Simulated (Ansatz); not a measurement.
# C₂H₅FGeO₂Si: a ladder of functionals and wavefunction methods

The task here is to estimate one member of a computed series from the others.

Method: functionals in def2-TZVPP, the program's frozen cores in correlated methods; program: Ansatz 0.2.0, Gaussian basis.

Levels to be run: PBE-D4, r2SCAN-D4, PBE0-D4, B3LYP-D4, ωB97X-V, ωB97M-V, B2PLYP; CCSD(T)/def2-TZVPP; MP2/def2-QZVPP; extrapolation to the limit.

### The relaxed structure

An earlier PBE0-D4 in a triple-zeta def2 set relaxation fixed the geometry.

SMILES `[OH][GeH2][C]#C[SiH](O)F`, 12 atoms, charge 0, spin multiplicity 1.

Atoms are counted from 1 here; the program's logs count them from 0.

Bond lengths: O1–Ge2 1.774 Å, O1–H8 0.960 Å, Ge2–C3 1.911 Å, Ge2–H9 1.527 Å, Ge2–H10 1.536 Å, C3–C4 1.214 Å, C4–Si5 1.822 Å, Si5–O6 1.624 Å, Si5–F7 1.592 Å, Si5–H11 1.469 Å, O6–H12 0.958 Å. Angles: Ge2–O1–H8 112.8°, O1–Ge2–C3 108.8°, O1–Ge2–H9 105.2°, O1–Ge2–H10 111.1°, C3–Ge2–H9 110.3°, C3–Ge2–H10 107.9°, H9–Ge2–H10 113.4°, Ge2–C3–C4 178.6°, C3–C4–Si5 178.3°, C4–Si5–O6 111.0°, C4–Si5–F7 106.7°, C4–Si5–H11 112.6°, O6–Si5–F7 110.9°, O6–Si5–H11 107.4°, F7–Si5–H11 108.2°, Si5–O6–H12 119.0°.

The first run:

in.yaml reads:

```yaml
crystal:
  periodic: [false, false, false]
  atoms:
    - {symbol: O, position_ang: [-2.008507, 2.097751, -1.860430]}
    - {symbol: Ge, position_ang: [-0.841683, 0.804304, -2.194087]}
    - {symbol: C, position_ang: [-0.137949, 0.164894, -0.536257]}
    - {symbol: C, position_ang: [0.320384, -0.214474, 0.521894]}
    - {symbol: Si, position_ang: [0.957852, -0.795400, 2.126329]}
    - {symbol: O, position_ang: [0.878220, -2.414313, 2.232782]}
    - {symbol: F, position_ang: [2.464485, -0.292871, 2.228319]}
    - {symbol: H, position_ang: [-1.638291, 2.803526, -1.325255]}
    - {symbol: H, position_ang: [-1.647013, -0.292728, -2.887543]}
    - {symbol: H, position_ang: [0.333277, 1.323081, -3.036315]}
    - {symbol: H, position_ang: [0.210858, -0.242172, 3.264297]}
    - {symbol: H, position_ang: [1.108376, -2.941596, 1.466264]}
basis:
  gaussian: {orbitals: def2-TZVPP}
hamiltonian: {xc: pbe, dispersion: d4}
output: {forces: true, orbitals: {seedname: orbitals}}
```

On the command line:

```
$ ansatz run in.yaml --threads 2 --pin off --events-out ev --progress --plain --max-ram 32768MiB --backend cuda --devices 0, --max-vram 18GiB
```

Steps of the session up to this table: PBE-D4 (GGA); r2SCAN-D4 (meta-GGA); PBE0-D4 (hybrid); B3LYP-D4 (hybrid); ωB97X-V (range-separated); ωB97M-V (range-separated); B2PLYP (double hybrid); CCSD(T) in def2-TZVPP; MP2 in def2-QZVPP.

One of the session's tables, all rows but one given; the rest of the session is left out.

It belongs to the step «Atomisation energies». 

| method | atomisation energy (kJ/mol) |
| --- | --- |
| PBE-D4 | 4825.8 |
| r2SCAN-D4 | 4758.6 |
| PBE0-D4 | 4707.9 |
| B3LYP-D4 | 4713.7 |
| ωB97X-V | 4755.2 |
| ωB97M-V | 4747.4 |
| B2PLYP | 4704.7 |
| HF/def2-TZVPP | ? |
| MP2/def2-TZVPP | 4797.2 |
| CCSD/def2-TZVPP | 4557.7 |
| CCSD(T)/def2-TZVPP | 4646.5 |
| MP2/CBS | 4929.2 |
| CCSD(T)/CBS | 4778.5 |

Q: Estimate the row for HF/def2-TZVPP from the others.

As computed: atomisation energy (kJ/mol): 3375.8. In the column «atomisation energy (kJ/mol)» it is the lowest.

Caveats from the session: Free atoms (2 O, 1 Ge, 2 C, 1 Si, 1 F, 5 H) were run apart at each level; the atomisation energy is their sum less the molecule, without zero-point or spin-orbit terms.
